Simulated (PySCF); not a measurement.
# Er⁵⁸⁺, Er⁵⁹⁺: ionisation energy in even-tempered 19s13p6d5f4g

Aim: the ionisation energy of erbium from differences of total energies, at each level of theory, and how far each lands from the tabulated value where there is one.

Method: unrestricted determinants in a Gaussian basis, no spin-orbit coupling in the energies. Code: PySCF 2.14.0.

**1. The system**

| Property | Result |
| --- | --- |
| Element | erbium (Z = 68) |
| Basis | an even-tempered Gaussian basis (19 s from 35 bohr⁻², ratio 2.2; 13 p from 46 bohr⁻², ratio 2.2; 6 d from 180 bohr⁻², ratio 2.4; 5 f from 280 bohr⁻², ratio 2.4; 4 g from 410 bohr⁻², ratio 2.4) |
| Hamiltonian | scalar relativity by spin-free X2C-1e |
| State 1 | Er⁵⁸⁺: [Ne], closed-shell 1S |
| State 2 | Er⁵⁹⁺: [He] 2s2 2p5, 2P determinant |
| Methods | UHF, LDA, PBE, PBE0, r2SCAN, MN15, TPSSh, MP2 |
| Core shells frozen in the correlated runs | all electrons: nothing (for Er⁵⁸⁺) |

Outer shells as boxes (Hund's rule):

Er58+ [Ne]
```
[He] core
2s [↑↓]
2p [↑↓][↑↓][↑↓]
```

Er59+ [He] 2s2 2p5
```
[He] core
2s [↑↓]
2p [↑↓][↑↓][↑ ]
```

One driver process ran all states and methods and kept the integrals in memory. Each run is shown as a PySCF script that sums up its settings (the driver passes frozen orbitals as a list and adds second-order terms of double hybrids); the logs are those of the runs themselves. The driver starts from symmetry-adapted Hartree-Fock orbitals, holds the occupation by maximum overlap and uses a logarithmic radial grid for functionals, so a plain start would take other cycles.

The integrals over 159 functions and the set-up took 2.5 s of CPU time.

**2. Er⁵⁸⁺**

UHF:

The input, input.py:

```python
from pyscf import gto, scf, dft, mp, cc
mol = gto.M(atom="Er 0 0 0", charge=58, spin=0, symmetry="D2h",
            basis=gto.etbs([(0, 19, 35, 2.2), (1, 13, 46, 2.2), (2, 6, 180, 2.4), (3, 5, 280, 2.4), (4, 4, 410, 2.4)]),
            nucmod="G")
mf = scf.UHF(mol).sfx2c1e()
mf.irrep_nelec = {'Ag': (2, 2), 'B1u': (1, 1), 'B2u': (1, 1), 'B3u': (1, 1)}
mf.kernel()
```

What it wrote:

```text
damping factor = 0
level_shift factor = 0
DIIS = <class 'pyscf.scf.diis.CDIIS'>
diis_start_cycle = 1
diis_space = 10
diis_damp = 0
SCF conv_tol = 1e-09
SCF conv_tol_grad = None
number electrons alpha = 5  beta = 5
cycle= 1 E= -9178.77656667457  delta_E= -5.46e-12  |g|= 2.38e-07  |ddm|= 1.02e-07
converged SCF energy = -9178.77656667457  <S^2> = -7.1054274e-15  2S+1 = 1
```

CPU time 38 s on a shared host, the integrals not counted.

Orbital energies by shell (radii are means over both spins):

```csv
shell,electrons,mean orbital energy (eV),spread (eV),rms radius (bohr)
1s,2,-62570.6,0,0.0231
2s,2,-14309.4,0,0.0917
2p,6,-13230.3,0,0.0824
```

⟨S²⟩ = 0.000, ⟨L²⟩ = 0.00.

Spin-orbit constants on these orbitals (cm⁻¹; bare nucleus, screened nucleus, mean field): 2p 4881000, 4737000, 4691000.

The p, d and f levels are scalar averages; spin-orbit coupling splits them strongly at this Z.

LDA:

input.py, as changed from the run before:

```diff
@@ -4,3 +4,3 @@
             nucmod="G")
-mf = scf.UHF(mol).sfx2c1e()
+mf = dft.UKS(mol, xc="LDA,VWN").sfx2c1e()
 mf.irrep_nelec = {'Ag': (2, 2), 'B1u': (1, 1), 'B2u': (1, 1), 'B3u': (1, 1)}
```

What it wrote:

```text
damping factor = 0
level_shift factor = 0
DIIS = <class 'pyscf.scf.diis.CDIIS'>
diis_start_cycle = 1
diis_space = 10
diis_damp = 0
SCF conv_tol = 1e-09
SCF conv_tol_grad = None
number electrons alpha = 5  beta = 5
XC functionals = LDA,VWN
    P. A. M. Dirac.,  Math. Proc. Cambridge Philos. Soc. 26, 376 (1930)
    F. Bloch.,  Z. Phys. 57, 545 (1929)
    S. H. Vosko, L. Wilk, and M. Nusair.,  Can. J. Phys. 58, 1200 (1980)
cycle= 1 E= -9170.23057383108  delta_E= -0.0131  |g|= 0.0616  |ddm|= 0.00952
cycle= 2 E= -9170.23057837411  delta_E= -4.54e-06  |g|= 0.00322  |ddm|= 0.000149
cycle= 3 E= -9170.23057839184  delta_E= -1.77e-08  |g|= 4.5e-05  |ddm|= 8.2e-06
cycle= 4 E= -9170.23057839185  delta_E= -1.82e-12  |g|= 8.28e-08  |ddm|= 1.19e-07
converged SCF energy = -9170.23057839185  <S^2> = -8.8817842e-15  2S+1 = 1
```

It used 1.4 s of CPU time after the integrals (shared host).

PBE:

input.py, as changed from the run before:

```diff
@@ -4,3 +4,3 @@
             nucmod="G")
-mf = dft.UKS(mol, xc="LDA,VWN").sfx2c1e()
+mf = dft.UKS(mol, xc="PBE").sfx2c1e()
 mf.irrep_nelec = {'Ag': (2, 2), 'B1u': (1, 1), 'B2u': (1, 1), 'B3u': (1, 1)}
```

What it wrote:

```text
damping factor = 0
level_shift factor = 0
DIIS = <class 'pyscf.scf.diis.CDIIS'>
diis_start_cycle = 1
diis_space = 10
diis_damp = 0
SCF conv_tol = 1e-09
SCF conv_tol_grad = None
number electrons alpha = 5  beta = 5
XC functionals = PBE
    J. P. Perdew, K. Burke, and M. Ernzerhof.,  Phys. Rev. Lett. 77, 3865 (1996)
    J. P. Perdew, K. Burke, and M. Ernzerhof.,  Phys. Rev. Lett. 78, 1396 (1997)
    J. P. Perdew, K. Burke, and M. Ernzerhof.,  Phys. Rev. Lett. 77, 3865 (1996)
    J. P. Perdew, K. Burke, and M. Ernzerhof.,  Phys. Rev. Lett. 78, 1396 (1997)
cycle= 1 E= -9179.06801979261  delta_E= -0.00966  |g|= 0.0147  |ddm|= 0.00753
cycle= 2 E= -9179.06802003041  delta_E= -2.38e-07  |g|= 0.000542  |ddm|= 5.12e-05
cycle= 3 E= -9179.06802003104  delta_E= -6.28e-10  |g|= 2.75e-05  |ddm|= 1.73e-06
converged SCF energy = -9179.06802003104  <S^2> = -8.8817842e-15  2S+1 = 1
```

CPU time 1.3 s on a shared host, the integrals not counted.

PBE0:

input.py, as changed from the run before:

```diff
@@ -4,3 +4,3 @@
             nucmod="G")
-mf = dft.UKS(mol, xc="PBE").sfx2c1e()
+mf = dft.UKS(mol, xc="PBE0").sfx2c1e()
 mf.irrep_nelec = {'Ag': (2, 2), 'B1u': (1, 1), 'B2u': (1, 1), 'B3u': (1, 1)}
```

What it wrote:

```text
damping factor = 0
level_shift factor = 0
DIIS = <class 'pyscf.scf.diis.CDIIS'>
diis_start_cycle = 1
diis_space = 10
diis_damp = 0
SCF conv_tol = 1e-09
SCF conv_tol_grad = None
number electrons alpha = 5  beta = 5
XC functionals = PBE0
    C. Adamo and V. Barone.,  J. Chem. Phys. 110, 6158 (1999)
    M. Ernzerhof and G. E. Scuseria.,  J. Chem. Phys. 110, 5029 (1999)
cycle= 1 E= -9179.10213216708  delta_E= -0.00536  |g|= 0.0123  |ddm|= 0.00554
cycle= 2 E= -9179.1021322737  delta_E= -1.07e-07  |g|= 0.000266  |ddm|= 2.44e-05
cycle= 3 E= -9179.10213227383  delta_E= -1.33e-10  |g|= 1.39e-05  |ddm|= 8.2e-07
converged SCF energy = -9179.10213227383  <S^2> = -7.1054274e-15  2S+1 = 1
```

CPU time 5.1 s on a shared host, the integrals not counted.

r2SCAN:

input.py, as changed from the run before:

```diff
@@ -4,3 +4,3 @@
             nucmod="G")
-mf = dft.UKS(mol, xc="PBE0").sfx2c1e()
+mf = dft.UKS(mol, xc="R2SCAN").sfx2c1e()
 mf.irrep_nelec = {'Ag': (2, 2), 'B1u': (1, 1), 'B2u': (1, 1), 'B3u': (1, 1)}
```

What it wrote:

```text
damping factor = 0
level_shift factor = 0
DIIS = <class 'pyscf.scf.diis.CDIIS'>
diis_start_cycle = 1
diis_space = 10
diis_damp = 0
SCF conv_tol = 1e-09
SCF conv_tol_grad = None
number electrons alpha = 5  beta = 5
XC functionals = R2SCAN
    J. W. Furness, A. D. Kaplan, J. Ning, J. P. Perdew, and J. Sun.,  J. Phys. Chem. Lett. 11, 8208-8215 (2020)
    J. W. Furness, A. D. Kaplan, J. Ning, J. P. Perdew, and J. Sun.,  J. Phys. Chem. Lett. 11, 9248-9248 (2020)
    J. W. Furness, A. D. Kaplan, J. Ning, J. P. Perdew, and J. Sun.,  J. Phys. Chem. Lett. 11, 8208-8215 (2020)
    J. W. Furness, A. D. Kaplan, J. Ning, J. P. Perdew, and J. Sun.,  J. Phys. Chem. Lett. 11, 9248-9248 (2020)
cycle= 1 E= -9179.82071396526  delta_E= -0.00497  |g|= 0.0156  |ddm|= 0.00528
cycle= 2 E= -9179.8207140489  delta_E= -8.36e-08  |g|= 0.000317  |ddm|= 2.11e-05
cycle= 3 E= -9179.82071404903  delta_E= -1.35e-10  |g|= 1.37e-05  |ddm|= 6.68e-07
converged SCF energy = -9179.82071404903  <S^2> = -1.0658141e-14  2S+1 = 1
```

CPU time 2.3 s on a shared host, the integrals not counted.

MN15:

input.py, as changed from the run before:

```diff
@@ -4,3 +4,3 @@
             nucmod="G")
-mf = dft.UKS(mol, xc="R2SCAN").sfx2c1e()
+mf = dft.UKS(mol, xc="MN15").sfx2c1e()
 mf.irrep_nelec = {'Ag': (2, 2), 'B1u': (1, 1), 'B2u': (1, 1), 'B3u': (1, 1)}
```

What it wrote:

```text
damping factor = 0
level_shift factor = 0
DIIS = <class 'pyscf.scf.diis.CDIIS'>
diis_start_cycle = 1
diis_space = 10
diis_damp = 0
SCF conv_tol = 1e-09
SCF conv_tol_grad = None
number electrons alpha = 5  beta = 5
XC functionals = MN15
    H. S. Yu, X. He, S. L. Li, and D. G. Truhlar.,  Chem. Sci. 7, 5032-5051 (2016)
    H. S. Yu, X. He, S. L. Li, and D. G. Truhlar.,  Chem. Sci. 7, 5032-5051 (2016)
cycle= 1 E= -9187.99816873326  delta_E= -0.232  |g|= 2.43  |ddm|= 0.0405
cycle= 2 E= -9187.99848057617  delta_E= -0.000312  |g|= 0.134  |ddm|= 0.000997
cycle= 3 E= -9187.99848154347  delta_E= -9.67e-07  |g|= 0.00371  |ddm|= 6.55e-05
cycle= 4 E= -9187.99848154436  delta_E= -8.91e-10  |g|= 9.4e-05  |ddm|= 3.07e-06
cycle= 5 E= -9187.99848154436  delta_E=    0  |g|= 3.95e-06  |ddm|= 7.39e-08
converged SCF energy = -9187.99848154436  <S^2> = -7.1054274e-15  2S+1 = 1
```

CPU time 7.8 s on a shared host, the integrals not counted.

TPSSh:

input.py, as changed from the run before:

```diff
@@ -4,3 +4,3 @@
             nucmod="G")
-mf = dft.UKS(mol, xc="MN15").sfx2c1e()
+mf = dft.UKS(mol, xc="TPSSH").sfx2c1e()
 mf.irrep_nelec = {'Ag': (2, 2), 'B1u': (1, 1), 'B2u': (1, 1), 'B3u': (1, 1)}
```

What it wrote:

```text
damping factor = 0
level_shift factor = 0
DIIS = <class 'pyscf.scf.diis.CDIIS'>
diis_start_cycle = 1
diis_space = 10
diis_damp = 0
SCF conv_tol = 1e-09
SCF conv_tol_grad = None
number electrons alpha = 5  beta = 5
XC functionals = TPSSH
    V. N. Staroverov, G. E. Scuseria, J. Tao, and J. P. Perdew.,  J. Chem. Phys. 119, 12129 (2003)
cycle= 1 E= -9179.69773344914  delta_E= -0.00434  |g|= 0.0159  |ddm|= 0.00548
cycle= 2 E= -9179.69773351876  delta_E= -6.96e-08  |g|= 0.000176  |ddm|= 1.58e-05
cycle= 3 E= -9179.6977335188  delta_E= -4.73e-11  |g|= 9.89e-06  |ddm|= 5.18e-07
converged SCF energy = -9179.6977335188  <S^2> = -7.1054274e-15  2S+1 = 1
```

It used 6.9 s of CPU time after the integrals (shared host).

MP2 (all electrons):

input.py, as changed from the run before:

```diff
@@ -4,4 +4,5 @@
             nucmod="G")
-mf = dft.UKS(mol, xc="TPSSH").sfx2c1e()
+mf = scf.UHF(mol).sfx2c1e()
 mf.irrep_nelec = {'Ag': (2, 2), 'B1u': (1, 1), 'B2u': (1, 1), 'B3u': (1, 1)}
 mf.kernel()
+mp.UMP2(mf, frozen=0).kernel()
```

This step left no log, only its results.

It used 8.8 s of CPU time after the integrals (shared host).

With 10 electrons correlated, the MP2 correlation energy is -0.45387 hartree (-0.10550 same spin, -0.34837 opposite spin); the SCS form gives -0.45321. Largest pairs of shells: 2p-2p -0.2398, 2s-2p -0.0825, 1s-1s -0.0537, 1s-2p -0.0494, 1s-2s -0.0148.

At this charge the one-electron X2C treatment keeps the bare 1/r₁₂, with no two-electron picture change or Breit term, which inflates the 1s pair energies well beyond their four-component values.

Radial density 4πr²ρ of Er⁵⁸⁺ at UHF, without picture-change correction:

```csv
r (bohr),density
0.000302,1.44
0.000508,3.09
0.000854,6.53
0.00144,13.4
0.00242,26.2
0.00406,47.0
0.00683,73.3
0.0115,90.6
0.0193,82.0
0.0325,73.1
0.0547,98.6
0.0920,70.6
0.155,9.89
0.260,0.0911
```

**3. Er⁵⁹⁺, method by method**

UHF:

The input, input.py:

```python
from pyscf import gto, scf, dft, mp, cc
mol = gto.M(atom="Er 0 0 0", charge=59, spin=1, symmetry="D2h",
            basis=gto.etbs([(0, 19, 35, 2.2), (1, 13, 46, 2.2), (2, 6, 180, 2.4), (3, 5, 280, 2.4), (4, 4, 410, 2.4)]),
            nucmod="G")
mf = scf.UHF(mol).sfx2c1e()
mf.irrep_nelec = {'Ag': (2, 2), 'B1u': (1, 1), 'B2u': (1, 1), 'B3u': (1, 0)}
mf.kernel()
```

What it wrote:

```text
damping factor = 0
level_shift factor = 0
DIIS = <class 'pyscf.scf.diis.CDIIS'>
diis_start_cycle = 1
diis_space = 10
diis_damp = 0
SCF conv_tol = 1e-09
SCF conv_tol_grad = None
number electrons alpha = 5  beta = 4
cycle= 1 E= -8692.70446965257  delta_E= -0.00598  |g|= 0.0434  |ddm|= 0.00285
cycle= 2 E= -8692.70447277441  delta_E= -3.12e-06  |g|= 0.00107  |ddm|= 8.02e-05
cycle= 3 E= -8692.70447277645  delta_E= -2.05e-09  |g|= 2.7e-06  |ddm|= 2.22e-06
cycle= 4 E= -8692.70447277644  delta_E= 9.09e-12  |g|= 1.86e-08  |ddm|= 6.19e-09
converged SCF energy = -8692.70447277644  <S^2> = 0.75002079  2S+1 = 2.0000208
```

CPU time 39 s on a shared host, the integrals not counted.

Orbital energies by shell (radii are means over both spins):

```csv
shell,electrons,mean orbital energy (eV),spread (eV),rms radius (bohr)
1s α,1,-63008.5,0,0.0231
1s β,1,-62979.8,0,0.0231
2s α,1,-14612.6,0,0.0912
2s β,1,-14554.9,0,0.0912
2p α,3,-13557.4,38.449,0.0818
2p β,2,-13525.7,0,0.0818
```

⟨S²⟩ = 0.750, ⟨L²⟩ = 2.00.

Spin-orbit constants on these orbitals (cm⁻¹; bare nucleus, screened nucleus, mean field): 2p 4956000, 4810000, 4767000. To first order in LS coupling the lowest level has J = 3/2 and lies 295 eV below the centre of the term.

Spin-orbit coupling, absent here, splits the open shell strongly.

LDA:

input.py, as changed from the run before:

```diff
@@ -4,3 +4,3 @@
             nucmod="G")
-mf = scf.UHF(mol).sfx2c1e()
+mf = dft.UKS(mol, xc="LDA,VWN").sfx2c1e()
 mf.irrep_nelec = {'Ag': (2, 2), 'B1u': (1, 1), 'B2u': (1, 1), 'B3u': (1, 0)}
```

What it wrote:

```text
damping factor = 0
level_shift factor = 0
DIIS = <class 'pyscf.scf.diis.CDIIS'>
diis_start_cycle = 1
diis_space = 10
diis_damp = 0
SCF conv_tol = 1e-09
SCF conv_tol_grad = None
number electrons alpha = 5  beta = 4
XC functionals = LDA,VWN
    P. A. M. Dirac.,  Math. Proc. Cambridge Philos. Soc. 26, 376 (1930)
    F. Bloch.,  Z. Phys. 57, 545 (1929)
    S. H. Vosko, L. Wilk, and M. Nusair.,  Can. J. Phys. 58, 1200 (1980)
cycle= 1 E= -8684.37260976084  delta_E= -0.0151  |g|= 0.0588  |ddm|= 0.0084
cycle= 2 E= -8684.37261328155  delta_E= -3.52e-06  |g|= 0.0024  |ddm|= 0.000126
cycle= 3 E= -8684.3726132907  delta_E= -9.15e-09  |g|= 3.68e-05  |ddm|= 6.1e-06
cycle= 4 E= -8684.3726132907  delta_E=    0  |g|= 7.98e-08  |ddm|= 1e-07
converged SCF energy = -8684.3726132907  <S^2> = 0.75000504  2S+1 = 2.000005
```

CPU time 0.93 s on a shared host, the integrals not counted.

PBE:

input.py, as changed from the run before:

```diff
@@ -4,3 +4,3 @@
             nucmod="G")
-mf = dft.UKS(mol, xc="LDA,VWN").sfx2c1e()
+mf = dft.UKS(mol, xc="PBE").sfx2c1e()
 mf.irrep_nelec = {'Ag': (2, 2), 'B1u': (1, 1), 'B2u': (1, 1), 'B3u': (1, 0)}
```

What it wrote:

```text
damping factor = 0
level_shift factor = 0
DIIS = <class 'pyscf.scf.diis.CDIIS'>
diis_start_cycle = 1
diis_space = 10
diis_damp = 0
SCF conv_tol = 1e-09
SCF conv_tol_grad = None
number electrons alpha = 5  beta = 4
XC functionals = PBE
    J. P. Perdew, K. Burke, and M. Ernzerhof.,  Phys. Rev. Lett. 77, 3865 (1996)
    J. P. Perdew, K. Burke, and M. Ernzerhof.,  Phys. Rev. Lett. 78, 1396 (1997)
    J. P. Perdew, K. Burke, and M. Ernzerhof.,  Phys. Rev. Lett. 77, 3865 (1996)
    J. P. Perdew, K. Burke, and M. Ernzerhof.,  Phys. Rev. Lett. 78, 1396 (1997)
cycle= 1 E= -8693.16002208287  delta_E= -0.0124  |g|= 0.0185  |ddm|= 0.00687
cycle= 2 E= -8693.16002241091  delta_E= -3.28e-07  |g|= 0.000293  |ddm|= 4.14e-05
cycle= 3 E= -8693.16002241107  delta_E= -1.64e-10  |g|= 1.49e-05  |ddm|= 9.7e-07
converged SCF energy = -8693.16002241107  <S^2> = 0.75000759  2S+1 = 2.0000076
```

It used 1.5 s of CPU time after the integrals (shared host).

PBE0:

input.py, as changed from the run before:

```diff
@@ -4,3 +4,3 @@
             nucmod="G")
-mf = dft.UKS(mol, xc="PBE").sfx2c1e()
+mf = dft.UKS(mol, xc="PBE0").sfx2c1e()
 mf.irrep_nelec = {'Ag': (2, 2), 'B1u': (1, 1), 'B2u': (1, 1), 'B3u': (1, 0)}
```

What it wrote:

```text
damping factor = 0
level_shift factor = 0
DIIS = <class 'pyscf.scf.diis.CDIIS'>
diis_start_cycle = 1
diis_space = 10
diis_damp = 0
SCF conv_tol = 1e-09
SCF conv_tol_grad = None
number electrons alpha = 5  beta = 4
XC functionals = PBE0
    C. Adamo and V. Barone.,  J. Chem. Phys. 110, 6158 (1999)
    M. Ernzerhof and G. E. Scuseria.,  J. Chem. Phys. 110, 5029 (1999)
cycle= 1 E= -8693.13482244879  delta_E= -0.00883  |g|= 0.0204  |ddm|= 0.00528
cycle= 2 E= -8693.13482291423  delta_E= -4.65e-07  |g|= 0.000245  |ddm|= 3.41e-05
cycle= 3 E= -8693.13482291432  delta_E= -9.09e-11  |g|= 6.92e-06  |ddm|= 5.81e-07
converged SCF energy = -8693.13482291432  <S^2> = 0.75001017  2S+1 = 2.0000102
```

It used 4 s of CPU time after the integrals (shared host).

r2SCAN:

input.py, as changed from the run before:

```diff
@@ -4,3 +4,3 @@
             nucmod="G")
-mf = dft.UKS(mol, xc="PBE0").sfx2c1e()
+mf = dft.UKS(mol, xc="R2SCAN").sfx2c1e()
 mf.irrep_nelec = {'Ag': (2, 2), 'B1u': (1, 1), 'B2u': (1, 1), 'B3u': (1, 0)}
```

What it wrote:

```text
damping factor = 0
level_shift factor = 0
DIIS = <class 'pyscf.scf.diis.CDIIS'>
diis_start_cycle = 1
diis_space = 10
diis_damp = 0
SCF conv_tol = 1e-09
SCF conv_tol_grad = None
number electrons alpha = 5  beta = 4
XC functionals = R2SCAN
    J. W. Furness, A. D. Kaplan, J. Ning, J. P. Perdew, and J. Sun.,  J. Phys. Chem. Lett. 11, 8208-8215 (2020)
    J. W. Furness, A. D. Kaplan, J. Ning, J. P. Perdew, and J. Sun.,  J. Phys. Chem. Lett. 11, 9248-9248 (2020)
    J. W. Furness, A. D. Kaplan, J. Ning, J. P. Perdew, and J. Sun.,  J. Phys. Chem. Lett. 11, 8208-8215 (2020)
    J. W. Furness, A. D. Kaplan, J. Ning, J. P. Perdew, and J. Sun.,  J. Phys. Chem. Lett. 11, 9248-9248 (2020)
cycle= 1 E= -8693.70403123654  delta_E= -0.00952  |g|= 0.0246  |ddm|= 0.00535
cycle= 2 E= -8693.70403176259  delta_E= -5.26e-07  |g|= 0.00034  |ddm|= 3.64e-05
cycle= 3 E= -8693.70403176272  delta_E= -1.38e-10  |g|= 1.24e-05  |ddm|= 6.25e-07
converged SCF energy = -8693.70403176272  <S^2> = 0.75001386  2S+1 = 2.0000139
```

CPU time 1.8 s on a shared host, the integrals not counted.

MN15:

input.py, as changed from the run before:

```diff
@@ -4,3 +4,3 @@
             nucmod="G")
-mf = dft.UKS(mol, xc="R2SCAN").sfx2c1e()
+mf = dft.UKS(mol, xc="MN15").sfx2c1e()
 mf.irrep_nelec = {'Ag': (2, 2), 'B1u': (1, 1), 'B2u': (1, 1), 'B3u': (1, 0)}
```

What it wrote:

```text
damping factor = 0
level_shift factor = 0
DIIS = <class 'pyscf.scf.diis.CDIIS'>
diis_start_cycle = 1
diis_space = 10
diis_damp = 0
SCF conv_tol = 1e-09
SCF conv_tol_grad = None
number electrons alpha = 5  beta = 4
XC functionals = MN15
    H. S. Yu, X. He, S. L. Li, and D. G. Truhlar.,  Chem. Sci. 7, 5032-5051 (2016)
    H. S. Yu, X. He, S. L. Li, and D. G. Truhlar.,  Chem. Sci. 7, 5032-5051 (2016)
cycle= 1 E= -8701.73351939293  delta_E= -0.235  |g|= 2.49  |ddm|= 0.0342
cycle= 2 E= -8701.73387523692  delta_E= -0.000356  |g|= 0.138  |ddm|= 0.00116
cycle= 3 E= -8701.73387631314  delta_E= -1.08e-06  |g|= 0.00379  |ddm|= 7.49e-05
cycle= 4 E= -8701.73387631385  delta_E= -7.08e-10  |g|= 9.67e-05  |ddm|= 2.9e-06
cycle= 5 E= -8701.73387631385  delta_E= 1.82e-12  |g|= 4.14e-06  |ddm|= 5.7e-08
converged SCF energy = -8701.73387631385  <S^2> = 0.75001151  2S+1 = 2.0000115
```

CPU time 6.3 s on a shared host, the integrals not counted.

TPSSh:

input.py, as changed from the run before:

```diff
@@ -4,3 +4,3 @@
             nucmod="G")
-mf = dft.UKS(mol, xc="MN15").sfx2c1e()
+mf = dft.UKS(mol, xc="TPSSH").sfx2c1e()
 mf.irrep_nelec = {'Ag': (2, 2), 'B1u': (1, 1), 'B2u': (1, 1), 'B3u': (1, 0)}
```

What it wrote:

```text
damping factor = 0
level_shift factor = 0
DIIS = <class 'pyscf.scf.diis.CDIIS'>
diis_start_cycle = 1
diis_space = 10
diis_damp = 0
SCF conv_tol = 1e-09
SCF conv_tol_grad = None
number electrons alpha = 5  beta = 4
XC functionals = TPSSH
    V. N. Staroverov, G. E. Scuseria, J. Tao, and J. P. Perdew.,  J. Chem. Phys. 119, 12129 (2003)
cycle= 1 E= -8693.75824952231  delta_E= -0.00788  |g|= 0.0225  |ddm|= 0.00508
cycle= 2 E= -8693.75824988662  delta_E= -3.64e-07  |g|= 0.000199  |ddm|= 3.25e-05
cycle= 3 E= -8693.75824988667  delta_E= -4.73e-11  |g|= 1.75e-06  |ddm|= 2.91e-07
converged SCF energy = -8693.75824988667  <S^2> = 0.75000998  2S+1 = 2.00001
```

It used 4 s of CPU time after the integrals (shared host).

MP2 (all electrons):

input.py, as changed from the run before:

```diff
@@ -4,4 +4,5 @@
             nucmod="G")
-mf = dft.UKS(mol, xc="TPSSH").sfx2c1e()
+mf = scf.UHF(mol).sfx2c1e()
 mf.irrep_nelec = {'Ag': (2, 2), 'B1u': (1, 1), 'B2u': (1, 1), 'B3u': (1, 0)}
 mf.kernel()
+mp.UMP2(mf, frozen=0).kernel()
```

This step left no log, only its results.

It used 4.2 s of CPU time after the integrals (shared host).

With 9 electrons correlated, the MP2 correlation energy is -0.38532 hartree (-0.08177 same spin, -0.30355 opposite spin); the SCS form gives -0.39151. Largest pairs of shells: 2p-2p -0.1627, 2s-2p -0.0943, 1s-1s -0.0545, 1s-2p -0.0435, 1s-2s -0.0158.

Radial density 4πr²ρ of Er⁵⁹⁺ at UHF, without picture-change correction:

```csv
r (bohr),density,spin density
0.000302,1.44,0.000
0.000508,3.10,0.000
0.000854,6.55,0.000
0.00144,13.4,0.001
0.00242,26.2,0.005
0.00406,47.1,0.028
0.00683,73.3,0.145
0.0115,90.1,0.680
0.0193,79.6,2.690
0.0325,66.1,7.734
0.0547,86.8,12.749
0.0920,62.2,8.135
0.155,8.48,1.048
0.260,0.0726,0.009
```

**4. Orbital energies side by side**

Highest occupied Hartree-Fock shell of each state: Er⁵⁸⁺ 2p at -13230.3 eV; Er⁵⁹⁺ 2p β at -13525.7 eV.

**5. Differences of total energies**

Ionisation energy: Er⁵⁸⁺ [Ne] (1S) → Er⁵⁹⁺ [He] 2s2 2p5 (2P).

```csv
method,value (eV),less the reference (eV),"CPU time, both states (s)"
UHF,13226.7,+13.2,77
LDA,13220.9,+7.4,2.3
PBE,13222.2,+8.7,2.8
PBE0,13223.8,+10.3,9
r2SCAN,13227.9,+14.4,4.1
MN15,13231.9,+18.4,14
TPSSh,13223.1,+9.6,11
MP2 (all electrons),13228.6,+15.1,90
SCS-MP2 (all electrons),13228.4,+14.9,90
```

Reference: 12918 ± 6 eV (theoretical estimate listed by NIST; NIST Atomic Spectra Database, ionization energies). A first-order spin-orbit estimate (lowest level to lowest level, LS coupling) adds -295.5 eV; the last energy column includes it. For this ion Breit and QED terms and the two-electron picture change, all absent here, are large against electron correlation.

Times are CPU seconds on a shared host without the integrals; correlated rows include their Hartree-Fock run, whose time holds the symmetry-adapted start and any spin-orbit constants, while functionals begin from orbitals already made.

**6. Summary of results**

```
                quantity                                                             value
ionisation energy, Er⁵⁸⁺  UHF 13226.7, MP2 (all electrons) 13228.6 eV; reference 12918 ± 6
```

What this shows: The methods span 11.065 eV, from LDA (13220.9) to MN15 (13231.9). The reference is uncertain or not like for like (spin-orbit coupling or other relativistic terms), so no ranking of close methods is drawn. All values hold for this basis alone; no basis-set limit was taken.
